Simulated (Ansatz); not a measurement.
**singlet CH4Ga− at 6 levels**

We compute a comparison of 6 runs (B2PLYP/aug-cc-pVDZ, B3LYP/aug-cc-pVDZ, BLYP/aug-cc-pVDZ, CAM-B3LYP/aug-cc-pVDZ, revPBE/aug-cc-pVDZ, wB97X/aug-cc-pVDZ) of singlet CH4Ga−. 

The calculation is run with Ansatz 0.2.0.

35 further runs of the same task are left out: 35 set aside as unsound or not needed. Runs told in other sessions of the task aren't counted.

### Step 1. The structure to begin with

CH4Ga−: 6 atoms, total charge -1, spin state singlet. SMILES of the parent species: `[CH3][GaH]`. Geometry: relaxed at PBE0-D4/def2-TZVP. That shape belongs to the parent species and isn't relaxed for this state.

Bond lengths: C1–Ga2 1.990 Å, C1–H3 1.089 Å, C1–H4 1.095 Å, C1–H5 1.094 Å, Ga2–H6 1.603 Å. Angles: C1–Ga2–H6 119.3°, Ga2–C1–H3 113.1°, Ga2–C1–H4 108.5°, Ga2–C1–H5 108.8°, H3–C1–H4 109.1°, H3–C1–H5 109.3°, H4–C1–H5 107.8°.

### Step 2. A single-point energy at B2PLYP/aug-cc-pVDZ (run 1)

in.yaml reads:

```yaml
crystal:
  periodic: [false, false, false]
  atoms:
    - {symbol: C, position_ang: [-0.029300, -0.418300, -0.518000]}
    - {symbol: Ga, position_ang: [0.685700, 0.372600, 1.162100]}
    - {symbol: H, position_ang: [0.574700, -1.243100, -0.892900]}
    - {symbol: H, position_ang: [-1.046400, -0.775600, -0.328700]}
    - {symbol: H, position_ang: [-0.085700, 0.364700, -1.280300]}
    - {symbol: H, position_ang: [-0.056900, 1.635600, 1.811600]}
basis:
  gaussian:
    orbitals: aug-cc-pVDZ
total_charge: -1
hamiltonian:
  xc: {name: B2PLYP}
correlation:
  frozen_orbitals: {C: 1, Ga: 9, H: 0}
accuracy: high
output:
  orbitals: {seedname: orbitals}
```

Launch:

```bash
ansatz run in.yaml --threads 1 --pin off --max-ram 2610MiB --events-out events.jsonl --progress --plain --runs-dir runs
```

Standard output:

```text
Warning: RAYON_NUM_THREADS=1 ignored (pool sized by the plan → 1); use --threads N
Functional definition: B2PLYP
  name "B2PLYP"
  parameter a = 0.53
  parameter c = 0.27
  exchange = (1 - a)*b88_x + a*exact_x
  correlation = (1 - c)*lyp_c + c*(mp2_os + mp2_ss)
1881 factors; integrals over basis functions are off by at most 4.4e-9 eV
mean field evaluation 1: about -53462.2610 eV, gradient 2.1e1 eV
mean field evaluation 2: about -53462.3241 eV, gradient 2.1e1 eV
mean field evaluation 4: about -53463.6104 eV, gradient 2.3e0 eV
mean field evaluation 8: about -53463.6362 eV, gradient 1.0e-1 eV
mean field evaluation 16: about -53463.6364 eV, gradient 4.0e-4 eV
mean field evaluation 32: about -53463.6364 eV, gradient 6.1e-8 eV
mean field -53463.63643735 eV, -1964.7524001182 hartree, gradient 6.1e-8 eV, S^2 0.000000; 0 other end points of the search recorded, 0 dependent functions left out; unrestricted orbitals would lower it
10 core orbitals not correlated: weight in the atoms' cores, before any rotation towards them, 1.000 or more for the frozen orbitals, at most 0.000 for the correlated occupied ones
reference -53463.63645894 eV, -1964.7524009117 hartree; 11, 11 occupied and 74, 74 virtual orbitals, 1881 factors
second order -8.95069143 eV of doubles, -0.00000000 eV of singles
Total energy: -53466.05314563 eV, -1964.8412125093 hartree
```

Run time: 18 s. Hardware: 1 thread of Arm Neoverse V2, shared host; peak memory 0.3 GiB.

### Step 3. The energy at B3LYP/aug-cc-pVDZ (run 2)

molecule.yaml reads:

```yaml
crystal:
  periodic: [false, false, false]
  atoms:
    - {symbol: C, position_ang: [-0.029300, -0.418300, -0.518000]}
    - {symbol: Ga, position_ang: [0.685700, 0.372600, 1.162100]}
    - {symbol: H, position_ang: [0.574700, -1.243100, -0.892900]}
    - {symbol: H, position_ang: [-1.046400, -0.775600, -0.328700]}
    - {symbol: H, position_ang: [-0.085700, 0.364700, -1.280300]}
    - {symbol: H, position_ang: [-0.056900, 1.635600, 1.811600]}
basis:
  gaussian:
    orbitals: aug-cc-pVDZ
total_charge: -1
hamiltonian:
  xc: {name: B3LYP}
accuracy: high
output:
  orbitals: {seedname: orbitals}
```

Launch:

```bash
ansatz run molecule.yaml --threads 1 --pin off --max-ram 2610MiB --events-out events.jsonl --progress --plain --runs-dir runs
```

Standard output:

```text
Warning: RAYON_NUM_THREADS=1 ignored (pool sized by the plan → 1); use --threads N
Functional definition: B3LYP
  name "B3LYP"
  parameter a0 = 0.2
  parameter ax = 0.72
  parameter ac = 0.81
  exchange = (1 - a0 - ax)*slater_x + ax*b88_x + a0*exact_x
  correlation = (1 - ac)*vwn_rpa_c + ac*lyp_c
1881 factors; integrals over basis functions are off by at most 4.4e-9 eV
mean field evaluation 1: about -53477.2499 eV, gradient 3.2e1 eV
mean field evaluation 2: about -53473.9429 eV, gradient 4.4e1 eV
mean field evaluation 4: about -53480.2035 eV, gradient 1.4e0 eV
mean field evaluation 8: about -53480.2339 eV, gradient 3.9e-2 eV
mean field evaluation 16: about -53480.2339 eV, gradient 5.5e-5 eV
mean field -53480.23394077 eV, -1965.3623471187 hartree, gradient 7.8e-8 eV, S^2 0.000000; 0 other end points of the search recorded, 0 dependent functions left out
reference -53480.23397357 eV, -1965.3623483243 hartree; 21, 21 occupied and 74, 74 virtual orbitals, 1881 factors
Total energy: -53480.23397357 eV, -1965.3623483243 hartree
```

Wall time 11 s (1 thread of Arm Neoverse V2, shared host); peak memory 0.3 GiB.

Runs 3 to 4 aren't shown in full; the table further down has their settings and results.

### Step 4. A single-point energy at revPBE/aug-cc-pVDZ (run 5)

run.yaml reads:

```yaml
basis:
  gaussian:
    orbitals: aug-cc-pVDZ
crystal:
  periodic: [false, false, false]
  atoms:
    - symbol: C
      position_ang: [-0.029300, -0.418300, -0.518000]
    - symbol: Ga
      position_ang: [0.685700, 0.372600, 1.162100]
    - symbol: H
      position_ang: [0.574700, -1.243100, -0.892900]
    - symbol: H
      position_ang: [-1.046400, -0.775600, -0.328700]
    - symbol: H
      position_ang: [-0.085700, 0.364700, -1.280300]
    - symbol: H
      position_ang: [-0.056900, 1.635600, 1.811600]
total_charge: -1
hamiltonian:
  xc: {name: revPBE}
accuracy: high
output:
  orbitals: {seedname: orbitals}
```

Launch:

```bash
ansatz run run.yaml --threads 1 --pin off --max-ram 2610MiB --events-out events.jsonl --progress --plain --runs-dir runs
```

Standard output:

```text
Warning: RAYON_NUM_THREADS=1 ignored (pool sized by the plan → 1); use --threads N
Functional definition: revPBE
  name "revPBE"
  parameter kappa = 1.245
  parameter beta = 0.06672455060314922
  exchange = pbe_x(kappa = kappa, mu = beta*pi^2/3)
  correlation = pbe_c(beta = beta)
1881 factors; integrals over basis functions are off by at most 4.4e-9 eV
mean field evaluation 1: about -53470.2793 eV, gradient 3.8e1 eV
mean field evaluation 2: about -53456.5183 eV, gradient 6.5e1 eV
mean field evaluation 4: about -53474.4731 eV, gradient 3.2e0 eV
mean field evaluation 8: about -53474.5038 eV, gradient 1.3e-1 eV
mean field evaluation 16: about -53474.5039 eV, gradient 2.9e-5 eV
mean field -53474.50389073 eV, -1965.1517716637 hartree, gradient 7.3e-8 eV, S^2 0.000000; 1 other end points of the search recorded, 0 dependent functions left out
reference -53474.50389520 eV, -1965.1517718281 hartree; 21, 21 occupied and 74, 74 virtual orbitals, 1881 factors
Total energy: -53474.50389520 eV, -1965.1517718281 hartree
```

Wall time 8.4 s (1 thread of Arm Neoverse V2, shared host); peak memory 0.24 GiB.

### Step 5. A single-point energy at wB97X/aug-cc-pVDZ (run 6)

input.yaml reads:

```yaml
crystal:
  periodic: [false, false, false]
  atoms:
    - {symbol: C, position_ang: [-0.029300, -0.418300, -0.518000]}
    - {symbol: Ga, position_ang: [0.685700, 0.372600, 1.162100]}
    - {symbol: H, position_ang: [0.574700, -1.243100, -0.892900]}
    - {symbol: H, position_ang: [-1.046400, -0.775600, -0.328700]}
    - {symbol: H, position_ang: [-0.085700, 0.364700, -1.280300]}
    - {symbol: H, position_ang: [-0.056900, 1.635600, 1.811600]}
basis:
  gaussian: {orbitals: aug-cc-pVDZ}
total_charge: -1
hamiltonian: {xc: {name: wB97X}}
accuracy: high
output: {orbitals: {seedname: orbitals}}
```

Launch:

```bash
ansatz run input.yaml --threads 1 --pin off --max-ram 2610MiB --events-out events.jsonl --progress --plain --runs-dir runs
```

Standard output, cut to the lines that bear on the results:

```text
Warning: RAYON_NUM_THREADS=1 ignored (pool sized by the plan → 1); use --threads N
Functional definition: wB97X
  name "wB97X"
[...]
      + exact_x_lr(omega)
[...]
      + integral(e_c_pw_opposite_spin*poly(b97_u_opposite, 1, cos1, cos2, cos3, cos4))
1881 factors; integrals over basis functions are off by at most 4.4e-9 eV
473 factors; integrals over basis functions are off by at most 1.8e-9 eV
[...]
mean field -53479.48403940 eV, -1965.3347887518 hartree, gradient 8.4e-8 eV, S^2 0.000000; 0 other end points of the search recorded, 0 dependent functions left out
reference -53479.48403531 eV, -1965.3347886014 hartree; 21, 21 occupied and 74, 74 virtual orbitals, 1881 factors
Total energy: -53479.48403531 eV, -1965.3347886014 hartree
```

Run time: 34 s. Hardware: 1 thread of Arm Neoverse V2, shared host; peak memory 0.51 GiB.

### Step 6. All runs side by side

```
run                  level  frozen core orbitals   energy (Eh)  HOMO energy (eV)  LUMO energy (eV)  HOMO–LUMO gap (eV)  wall time
  1     B2PLYP/aug-cc-pVDZ                    10  -1964.841213              0.38              3.04                2.65       18 s
  2      B3LYP/aug-cc-pVDZ                     –  -1965.362348              0.96              2.60                1.64       11 s
  3       BLYP/aug-cc-pVDZ                     –  -1965.343661              1.52              2.34                0.82      9.9 s
  4  CAM-B3LYP/aug-cc-pVDZ                     –  -1965.393239             -0.04              3.07                3.11       11 s
  5     revPBE/aug-cc-pVDZ                     –  -1965.151772              1.49              2.29                0.80      8.4 s
  6      wB97X/aug-cc-pVDZ                     –  -1965.334789             -0.83              3.58                4.42       34 s
```

### Step 7. Outcome

| quantity | value |
| --- | --- |
| run 6: total energy | -1965.33479 Eh |
| run 6: HOMO energy | -0.83 eV |
| run 6: LUMO energy | 3.58 eV |
| run 6: HOMO–LUMO gap (to an unbound level, set by the basis) | 4.42 eV |

The HOMO–LUMO gap runs from 0.80 eV (revPBE/aug-cc-pVDZ) to 4.42 eV (wB97X/aug-cc-pVDZ). The empty levels of an anion lie above zero and hang on the basis. Totals of different functionals can't be ranked against each other. In runs 1, 2, 3, 5 the HOMO lies above zero, from self-interaction, a short basis or an electron that isn't bound. In run 1 the log says that unrestricted orbitals would lower the reference, so the values rest on an unstable closed-shell determinant (other closed-shell runs at this shape may share the fault). All runs together took 93 s, the longest 34 s.
